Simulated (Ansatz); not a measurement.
# H5OSbSi: how energies converge with the basis set

The task here is to estimate one member of a computed series from the others.

Program: Ansatz 0.2.0, Gaussian basis. Level of theory: one geometry, several basis sets. These are calculated values, not measurements.

Levels to be run: PBE0-D4/def2-SVP; ωB97M-V/def2-SVP; PBE0-D4/def2-QZVPP; ωB97M-V/def2-QZVPP; the functionals' def2-TZVPP values are taken from earlier runs.

### The relaxed structure

The geometry comes from an earlier relaxation with PBE0-D4 in a triple-zeta def2 set; it is a stationary point, not always the lowest conformer. Sb takes the def2 core potential; no spin-orbit term is included.

SMILES `[SiH3][O][SbH2]`, 8 atoms, charge 0, spin multiplicity 1.

Atoms are counted from 1 here; the program's logs count them from 0.

Bond lengths: Si1–O2 1.633 Å, Si1–H4 1.488 Å, Si1–H5 1.493 Å, Si1–H6 1.486 Å, O2–Sb3 1.964 Å, Sb3–H7 1.714 Å, Sb3–H8 1.716 Å. Angles: O2–Si1–H4 110.7°, O2–Si1–H5 110.9°, O2–Si1–H6 109.1°, H4–Si1–H5 108.1°, H4–Si1–H6 108.9°, H5–Si1–H6 109.0°, Si1–O2–Sb3 132.6°, O2–Sb3–H7 93.4°, O2–Sb3–H8 94.6°, H7–Sb3–H8 90.4°.

The first run:

File in.yaml:

```yaml
crystal:
  periodic: [false, false, false]
  atoms:
    - {symbol: Si, position_ang: [-0.877601, 1.026110, -0.354250]}
    - {symbol: O, position_ang: [0.108207, 0.001751, 0.450136]}
    - {symbol: Sb, position_ang: [1.416930, -1.333419, -0.152825]}
    - {symbol: H, position_ang: [-2.268582, 0.498217, -0.392203]}
    - {symbol: H, position_ang: [-0.414993, 1.216610, -1.760411]}
    - {symbol: H, position_ang: [-0.879753, 2.341484, 0.336346]}
    - {symbol: H, position_ang: [2.399635, -1.148813, 1.238787]}
    - {symbol: H, position_ang: [0.608355, -2.659042, 0.578619]}
basis:
  gaussian: {orbitals: def2-SVP}
hamiltonian: {xc: pbe0, dispersion: d4}
output: {orbitals: {seedname: orbitals}}
```

The run is started by

```sh
$ ansatz run in.yaml --threads 2 --pin off --events-out ev --progress --plain --max-ram 4352MiB
```

Among the steps run: PBE0-D4 in def2-SVP; ωB97M-V in def2-SVP; PBE0-D4 in def2-QZVPP; ωB97M-V in def2-QZVPP.

One table of the session follows, with a row left open; its other results are not shown here.

It belongs to the step «Density functionals: the series». 

```
functional       basis  HOMO (eV)
   PBE0-D4    def2-SVP      -7.41
   PBE0-D4  def2-TZVPP      -7.52
   PBE0-D4  def2-QZVPP      -7.54
   ωB97M-V    def2-SVP      -9.52
   ωB97M-V  def2-TZVPP          ?
   ωB97M-V  def2-QZVPP      -9.69
```

Estimate the missing values for ωB97M-V, def2-TZVPP.

As computed: HOMO (eV): -9.66. In the column «HOMO (eV)» it lies between ωB97M-V, def2-QZVPP (-9.69) and ωB97M-V, def2-SVP (-9.52).
